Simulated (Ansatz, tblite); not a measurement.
# MoO2(OH)2 (MoH₂O₄): rung by rung

How do method and basis change the picture of MoO2(OH)2 (MoH₂O₄) (singlet)?

Method: as each input shows; program: Ansatz 0.2.0, Gaussian basis.

Levels to be run: GFN1-xTB, GFN2-xTB, PBE-D4/def2-TZVP, r2SCAN-D4/def2-TZVP, HF/def2-TZVP, CAM-B3LYP-D4/def2-TZVP, PBE-QIDH/def2-TZVP, r2SCAN0-D4/def2-TZVP, LDA/def2-TZVP, r2SCANh-D4/def2-TZVP, LC-ωPBE/def2-TZVP, PBE-D4/def2-SVP, PBE0-D4/def2-SVP, PBE0-D4/def2-TZVPD, PBE-D4/def2-TZVPD, r2SCAN-D4/def2-TZVPD, CCSD(T)/def2-TZVPP, MP2/def2-TZVP, RPA/def2-TZVP.

4 further runs of the same task are left out: 4 set aside as unsound or not needed. Runs told in other sessions of the task aren't counted.

### Step 1. The geometry

The geometry is that of the singlet, from an earlier relaxation (PBE0-D4/def2-SVP).

7 atoms, charge 0, spin multiplicity 1.

Bond lengths: Mo1–O2 1.673 Å, Mo1–O3 1.673 Å, Mo1–O4 1.864 Å, Mo1–O6 1.864 Å, O4–H5 0.964 Å, O6–H7 0.964 Å. Angles: O2–Mo1–O3 109.0°, O2–Mo1–O4 109.9°, O2–Mo1–O6 108.8°, O3–Mo1–O4 108.8°, O3–Mo1–O6 109.9°, O4–Mo1–O6 110.3°, Mo1–O4–H5 126.0°, Mo1–O6–H7 126.0°.

Formally the metal is d0. Mo takes a core potential in the def2 sets. No spin-orbit coupling is included.

PBE0-D4/def2-TZVP was run before; its log isn't repeated, and its numbers join the tables.

### Step 2. GFN1-xTB

Tight binding, by tblite at 300 K electronic temperature and without a spin-polarisation term:

```python
tblite.interface.Calculator('GFN1-xTB', numbers, positions, charge=0, uhf=0).singlepoint()
```

Energy -601.4742 eV, HOMO -13.05 eV, LUMO -7.51 eV; 0.004 s.

### Step 3. GFN2-xTB

Tight binding, by tblite at 300 K electronic temperature and without a spin-polarisation term:

```python
tblite.interface.Calculator('GFN2-xTB', numbers, positions, charge=0, uhf=0).singlepoint()
```

Energy -528.1602 eV, HOMO -12.10 eV, LUMO -7.91 eV; 0.003 s.

### Step 4. PBE-D4/def2-TZVP

start.molden holds the orbitals of an earlier run on this state, given as this run's starting guess.

in.yaml reads:

```yaml
crystal:
  periodic: [false, false, false]
  atoms:
    - {symbol: Mo, position_ang: [0.286251, 0.071994, 0.221820]}
    - {symbol: O, position_ang: [0.178428, 0.616928, 1.800347]}
    - {symbol: O, position_ang: [1.899845, -0.093942, -0.189413]}
    - {symbol: O, position_ang: [-0.504088, 1.305186, -0.931630]}
    - {symbol: H, position_ang: [-1.063538, 2.046622, -0.672070]}
    - {symbol: O, position_ang: [-0.574946, -1.576678, 0.095169]}
    - {symbol: H, position_ang: [-0.221941, -2.370101, -0.324233]}
basis:
  gaussian: {orbitals: def2-TZVP, initial_orbitals: start.molden}
hamiltonian: {xc: pbe, dispersion: d4}
scf: {omitted_lower_state_checks: [starts]}
output: {orbitals: {seedname: orbitals}}
```

Command:

```sh
> ansatz run in.yaml --threads 4 --pin off --events-out ev --progress --plain --max-ram 3916MiB
```

After this run come: r2SCAN-D4/def2-TZVP; HF/def2-TZVP; CAM-B3LYP-D4/def2-TZVP; PBE-QIDH/def2-TZVP; r2SCAN0-D4/def2-TZVP; LDA/def2-TZVP; r2SCANh-D4/def2-TZVP; LC-ωPBE/def2-TZVP; PBE-D4/def2-SVP; PBE0-D4/def2-SVP; PBE0-D4/def2-TZVPD; PBE-D4/def2-TZVPD; r2SCAN-D4/def2-TZVPD; CCSD(T)/def2-TZVPP; MP2/def2-TZVP; RPA/def2-TZVP.

Before running them: what should the planned runs give, taken together? Wanted: gap in def2-TZVP, named functionals and Hartree-Fock, smallest and largest; correlation energy, CCSD(T)/def2-TZVPP; correlation energy, MP2/def2-TZVP; binding an atom, CCSD(T)/def2-TZVPP; PBE0 total energy, smallest basis above largest.

As calculated:

| quantity | value |
| --- | --- |
| gap in def2-TZVP, named functionals and Hartree-Fock, smallest and largest | 4.62 eV (LDA), 14.70 eV (HF) |
| correlation energy, CCSD(T)/def2-TZVPP | -42.93 eV |
| correlation energy, MP2/def2-TZVP | -40.96 eV |
| binding an atom, CCSD(T)/def2-TZVPP | 4.314 eV |
| PBE0 total energy, smallest basis above largest | 10.76 eV (def2-SVP, def2-TZVPD) |

Over the named functionals and Hartree-Fock in def2-TZVP the gap runs from 4.62 eV (LDA) to 14.70 eV (HF); exact exchange widens it. The functionals in def2-TZVP miss CCSD(T)/def2-TZVPP by -0.223 (r2SCAN0-D4) to +1.161 eV (LDA) an atom. CCSD(T)/def2-TZVPP isn't at the basis-set limit; small misses against it rank nothing.
